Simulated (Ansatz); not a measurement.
# Pd: the cost of one run

Method: DFT LDA, scalar-relativistic, in Ansatz 0.2.0.

## 1. The starting structure

Symmetry: Fm-3m, No. 225, cubic system. The conventional cell has a = 3.890 Å, b = 3.890 Å, c = 3.890 Å, α = 90.00°, β = 90.00°, γ = 90.00°. Pd (site symmetry m-3m) has 12 Pd at 2.75 Å as nearest neighbours.

Coordinates:

```cif
data_structure
_symmetry_space_group_name_H-M 'Fm-3m'
_symmetry_Int_Tables_number 225
_cell_length_a 3.8898
_cell_length_b 3.8898
_cell_length_c 3.8898
_cell_angle_alpha 90.000
_cell_angle_beta 90.000
_cell_angle_gamma 90.000
_cell_volume 58.85
loop_
_atom_site_label
_atom_site_type_symbol
_atom_site_symmetry_multiplicity
_atom_site_Wyckoff_symbol
_atom_site_fract_x
_atom_site_fract_y
_atom_site_fract_z
_atom_site_occupancy
Pd1 Pd 4 a 0.00000 0.00000 0.00000 1
```

The file gives the conventional cell by its symmetry; the runs use the cell typed in the input.

The cell comes from a crystallographic database entry that wasn't checked; take it as a given geometry, which may be far from equilibrium.

## 2. All-electron LAPW

File input.yaml:

```yaml
crystal:
  lattice:
    - [0.0, 1.9449, 1.9449]
    - [1.9449, 0.0, 1.9449]
    - [1.9449, 1.9449, 0.0]
  atoms:
    - { symbol: Pd, position: [0.0, 0.0, 0.0] }
kpoints:
  mp_grid: { grid: [18, 18, 18] }
  band_path:
    path:
      - [0.0, 0.0, 0.0]
      - [0.5, 0.0, 0.5]
      - [0.625, 0.25, 0.625]
      - [0.375, 0.375, 0.75]
      - [0.0, 0.0, 0.0]
      - [0.5, 0.5, 0.5]
      - [0.5, 0.25, 0.75]
      - [0.5, 0.0, 0.5]
    npoints: 14
scf:
  occupations: { method: fermi_dirac, width: 0.05 }
hamiltonian:
  xc: lda
  pseudopotentials: { kind: all_electron, lapw: { basis_error: 0.00025 } }
output:
  forces: true
  stress: true
  eigenvalues: true
  fatbands: true
  populations: true
  dos: { projected: true, de: 0.2, e_range: [-14, 8] }
```

Command:

```
ansatz run input.yaml --threads 1 --pin off --max-ram 3072MiB --backend cpu --events-out ev --progress --plain --runs-dir out
```

Q: Estimate wall time and peak memory on 1 thread of Arm Neoverse V1, shared host.

About 28 s, with a peak of 0.43 GiB.
